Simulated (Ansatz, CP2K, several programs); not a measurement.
Energy against volume for Sr2C built on the antifluorite prototype, at fixed shape and fractional coordinates, computed by several methods (PBE and r2SCAN, where shown, with plane waves in Ansatz); the cell shown is that of r2SCAN. It is cubic, Fm-3m (No. 225); a = 6.720 Å in the conventional setting, 25.29 Å³ an atom. C has 8 Sr at 2.91 Å; Sr has 4 C at 2.91 Å. No spin polarisation. The prototype was imposed, so other structures may be more stable. Energies count from each curve's lowest point; fits are third-order Birch-Murnaghan.

```
C Sr
1.0
     0.00000    3.36014    3.36014
     3.36014    0.00000    3.36014
     3.36014    3.36014    0.00000
C Sr
1 2
Direct
  0.00000 0.00000 0.00000
  0.25000 0.25000 0.25000
  0.75000 0.75000 0.75000
```

r2SCAN, on the shape of its own relaxed cell:

| V (Å³/atom) | E (meV/atom) |
| --- | --- |
| 23.774 | 11.79 |
| 24.533 | 2.78 |
| 25.292 | 0.00 |
| 26.051 | 2.54 |
| 26.809 | 9.75 |

V₀ = 25.29 Å³ an atom and B₀ = 38 GPa.

PBE/SZV (CP2K), on the shape of the cell shown:

| V (Å³/atom) | E (meV/atom) |
| --- | --- |
| 22.257 | 1221.58 |
| 23.774 | 834.54 |
| 25.292 | 509.21 |
| 26.809 | 237.83 |
| 28.327 | 0.00 |

The lowest point is an end point, so the minimum isn't bracketed.

light PBE (260 eV, its own mesh), on the shape of the cell shown:
```csv
V (Å³/atom),E (meV/atom)
23.269,15.20
24.280,0.22
25.292,0.00
26.304,0.18
27.315,6.77
28.327,20.67
```
The points scatter about a smooth fit, as a low cutoff and a light mesh can make them, so no fit is quoted.

GFN1-xTB (tblite), on the shape of the cell shown:
```csv
V (Å³/atom),E (meV/atom)
22.257,0.00
23.774,1427.04
25.292,2679.99
26.809,3784.15
28.327,4762.02
```
The lowest point is an end point, so the minimum isn't bracketed.

PBE, on the shape of its own relaxed cell:
```
V (Å³/atom)  E (meV/atom)
     23.986         11.48
     24.752          2.77
     25.517          0.00
     26.283          2.10
     27.048          8.17
```
V₀ = 25.54 Å³ an atom and B₀ = 34 GPa.
